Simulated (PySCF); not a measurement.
# C2H8GeS2 (Ge(SMe)2H2): the cost of one run

Computed with PySCF 2.14.0, with density-fitted response routines of our own, on a single molecule in the gas phase. Atoms count from 0, in the outputs and in this text.

### Step 1. Starting geometry

13 atoms, charge 0, multiplicity 1; geometry from: GFN2-xTB. The atoms were then displaced at random by about 0.03 Å, so the start is not that level's minimum.

Bonds of the start (Å): Ge0–S1 2.19, Ge0–S6 2.21, Ge0–H11 1.60, Ge0–H12 1.54, S1–C2 1.79, C2–H3 1.03, C2–H4 1.09, C2–H5 1.13, S6–C7 1.84, C7–H8 1.10, C7–H9 1.02, C7–H10 1.09.

### Step 2. Relaxing the molecule at PBE0-D3(BJ)/def2-SVP

What the job is given:

```
{"job": {"xc": "PBE0", "basis": "def2-SVP", "d3": "d3bj", "grid": 1, "maxiter": 40, "shake": 0.03, "kind": "geom"}, "charge": 0, "multiplicity": 1}
Ge    -0.952110     0.350820     0.050740
S     -1.149120     0.223910     2.226180
C      0.108190    -1.021770     2.494570
H     -0.038630    -1.963120     2.094780
H      0.265350    -1.115030     3.565220
H      1.091440    -0.668640     2.070560
S      1.127130     0.580330    -0.654700
C      0.851810     0.667400    -2.467380
H      0.208310    -0.188090    -2.706810
H      1.776930     0.607940    -2.886810
H      0.276890     1.568900    -2.686030
H     -1.813780     1.641930    -0.357380
H     -1.721790    -0.736690    -0.720740
```

Run with:

```
> OMP_NUM_THREADS=1 python probes_run.py task.json out
```

One launch serves the whole session: the jobs run in the order shown.

**Question.** How long does this first job take on 1 thread of Intel Xeon 6975P-C, shared host, and how much memory does it need?

About 1.9 min, with a peak of 0.58 GiB.
